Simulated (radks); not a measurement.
# Taking charge from the 4d level of Xe²⁺ in fractions

What happens to E and to the 4d eigenvalue of Xe²⁺ when a fraction of an electron is removed? The exact functional would give straight lines between whole numbers for a frontier level.

The numbers are computed with radks (a radial shooting solver on a logarithmic mesh, Libxc functionals) version 1 (Dirac Kohn-Sham, LDA (Slater exchange, Perdew-Wang correlation), spin-unpolarised, spherical densities, finite nucleus; open shells are shared between the two j in proportion to 2j + 1), except any that are marked as measured or tabulated.

### 1 Starting point

| Quantity | Value |
| --- | --- |
| element | xenon (Z = 54) |
| charge | +2 |
| electrons | 52 |
| configuration | [Kr] 4d10 5s2 5p4 |
| nuclear rms radius | 4.7859 fm |

The outer shells:

Xe²⁺
```
[Kr] core
4d [↑↓][↑↓][↑↓][↑↓][↑↓]
5s [↑↓]
5p [↑↓][↑ ][↑ ]
```

### 2 Start: [Kr] 4d10 5s2 5p4

Settings of this run:

```text
Z 54
configuration [Kr] 4d10 5s2 5p4
relativity Dirac
functional lda,pw
spin unpolarised
j_filling average
nucleus finite rms 4.7859 fm
c 137.035999084
```

### 3 0.25 electron removed from 4d

Settings, as their differences from step 2:

```diff
@@ -1,3 +1,3 @@
 Z 54
-configuration [Kr] 4d10 5s2 5p4
+configuration [Kr] 4d9.75 5s2 5p4
 relativity Dirac
```

### 4 0.5 electron removed from 4d

Settings, as their differences from step 3:

```diff
@@ -1,3 +1,3 @@
 Z 54
-configuration [Kr] 4d9.75 5s2 5p4
+configuration [Kr] 4d9.5 5s2 5p4
 relativity Dirac
```

### 5 0.75 electron removed from 4d

Settings, as their differences from step 4:

```diff
@@ -1,3 +1,3 @@
 Z 54
-configuration [Kr] 4d9.5 5s2 5p4
+configuration [Kr] 4d9.25 5s2 5p4
 relativity Dirac
```

### 6 1 electron removed from 4d

Settings, as their differences from step 5:

```diff
@@ -1,3 +1,3 @@
 Z 54
-configuration [Kr] 4d9.25 5s2 5p4
+configuration [Kr] 4d9 5s2 5p4
 relativity Dirac
```

Q: Predict the outcome of this session. Wanted: for each run, removed; E − E(0); eigenvalue; E minus straight line.

The runs gave:

| removed (e) | E − E(0) (eV) | eigenvalue (eV) | E minus straight line (eV) |
| --- | --- | --- | --- |
| 0 | 0.000 | -80.646 | 0.000 |
| 0.25 | 20.760 | -85.451 | -1.839 |
| 0.5 | 42.732 | -90.342 | -2.466 |
| 0.75 | 65.938 | -95.316 | -1.860 |
| 1 | 90.397 | -100.37 | 0.000 |

**Reading.** Removing the whole electron costs 90.397 eV, against 80.646 eV from minus the starting eigenvalue. Slater's transition state, half an electron removed, gives 90.342 eV. The trapezoid integral of minus the eigenvalue gives 90.404 eV over the range, against 90.397 eV from the energies (Janak's theorem). The eigenvalue moves by 19.7 eV per electron. E bends below the straight line by 2.47 eV at 0.5 electron removed.
